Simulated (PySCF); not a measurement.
# H5LaOS3 (La(SH)3(H2O)): the cost of one run

Program: PySCF 2.14.0. Level of theory: PBE0, La def2-SVP with ECP46, S def2-SVP, H def2-SVP, O def2-SVP; scalar-relativistic core potentials, no spin–orbit coupling. These are calculated values, not measurements.

1 further run of the same task is left out (for a known fault of the program).

## 1. The starting structure

10 atoms, charge 0, spin multiplicity 1.

Bond lengths: La1–S2 2.786 Å, La1–S4 2.727 Å, La1–S6 2.728 Å, La1–O8 2.538 Å, La1–H9 2.800 Å, S2–H3 1.354 Å, S4–H5 1.355 Å, S6–H7 1.355 Å, O8–H9 0.982 Å, O8–H10 0.964 Å. Angles: S2–La1–S4 117.0°, S2–La1–S6 119.7°, S2–La1–O8 71.8°, S2–La1–H9 51.4°, S4–La1–S6 118.3°, S4–La1–O8 105.5°, S4–La1–H9 112.5°, S6–La1–O8 113.1°, S6–La1–H9 120.6°, O8–La1–H9 20.5°, La1–S2–H3 95.9°, La1–S4–H5 92.0°, La1–S6–H7 94.2°, La1–O8–H9 95.0°, La1–O8–H10 145.2°, H9–O8–H10 108.9°, La1–H9–O8 64.6°.

As a file:

```mol
H5LaOS3
  3D, bonds by distance, orders not assigned

 10 10  0  0  0  0  0  0  0  0999 V2000
   -0.0971   -0.4389    0.0216 La  0  0
    0.6993    1.8830    1.3386 S   0  0
    1.9160    1.9658    0.7509 H   0  0
   -2.2087   -1.8019    1.0801 S   0  0
   -2.4902   -0.7932    1.9398 H   0  0
    1.7032   -1.8160   -1.4970 S   0  0
    1.0091   -2.9784   -1.4460 H   0  0
   -1.1104    1.5468   -1.1911 O   0  0
   -0.7318    2.2199   -0.5839 H   0  0
   -1.9101    1.9042   -1.5940 H   0  0
  1  2  8  0
  1  4  8  0
  1  6  8  0
  1  8  8  0
  1  9  8  0
  2  3  8  0
  4  5  8  0
  6  7  8  0
  8  9  8  0
  8 10  8  0
M  END
```

Formal oxidation states: La +3. An earlier session relaxed this geometry at PBE0, La def2-SVP with ECP46, S def2-SVP, H def2-SVP, O def2-SVP (singlet, point group C1).

Its energy there is -1303.649530 Eh.

## 2. One electron removed, multiplicity 2

Input file run.py (the lines that set the calculation):

```python
mol = gto.M(atom='''
La    -0.09708    -0.43887     0.02156
S      0.69934     1.88303     1.33858
H      1.91596     1.96575     0.75090
S     -2.20870    -1.80192     1.08010
H     -2.49016    -0.79320     1.93975
S      1.70324    -1.81605    -1.49705
H      1.00906    -2.97843    -1.44600
O     -1.11040     1.54680    -1.19112
H     -0.73176     2.21986    -0.58392
H     -1.91005     1.90418    -1.59397''',
    basis={'La': 'def2-SVP', 'S': 'def2-SVP', 'H': 'def2-SVP', 'O': 'def2-SVP'},
    ecp={'La': 'def2-SVP'},
    charge=1, spin=1)
mf = dft.UKS(mol, xc='PBE0')
mf.grids.atom_grid = (50, 194)  # f atoms: unpruned, at least (60, 302)
mf = mf.density_fit()  # fitting sets: La def2-universal-JKFIT, S def2-universal-JKFIT, H def2-universal-JKFIT, O def2-universal-JKFIT
mf.conv_tol = 1e-08; mf.max_cycle = 55
mf.kernel(dm0)  # dm0: the density of the relaxed state
```

Launch:

```console
$ OMP_NUM_THREADS=2 python run.py
```

**Question.** How long does this run take on 2 threads of Arm Neoverse V1, shared host?

About 9.9 s.
